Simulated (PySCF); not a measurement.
# C4H5ClO2: the cost of one run

Programs: PySCF 2.14.0, with routines of our own; each step states its level. All values are computed. Atoms count from 0.

## 1. The system as given

12 atoms, charge 0, multiplicity 1; geometry from: GFN2-xTB.

## 2. Magnetic properties: GIAO B3LYP/pcSseg-1

Job settings and geometry (Å):

```
{"job": {"kind": "mag", "xc": "B3LYP", "basis": "pcSseg-1", "isotopologues": 2}, "charge": 0, "multiplicity": 1}
O      0.371234    -2.453016     0.191994
C      0.934350    -1.423065    -0.079359
C      0.319243    -0.092979     0.005155
C      0.944910     1.033901    -0.353489
Cl     2.527720     1.122481    -0.979424
C     -1.097791    -0.046464     0.536079
O     -1.784326     1.140591     0.245996
H      1.983541    -1.414987    -0.423276
H      0.455290     1.994101    -0.258552
H     -1.632673    -0.929863     0.162534
H     -1.067840    -0.117127     1.628356
H     -1.952460     1.185742    -0.702040
```

With the program's defaults for keys left out, this is: GIAO B3LYP/pcSseg-1 magnetisability, rotational g tensor and spin-rotation constants, non-relativistic, gas phase.

Run with:

```
$ OMP_NUM_THREADS=1 python excited_run.py task.json out
```

One launch serves the whole session: the jobs run in the order shown.

Q: Estimate the wall time and peak memory of this first job on 1 thread of Arm Neoverse V2, shared host.

About 15 s, with a peak of 0.82 GiB.
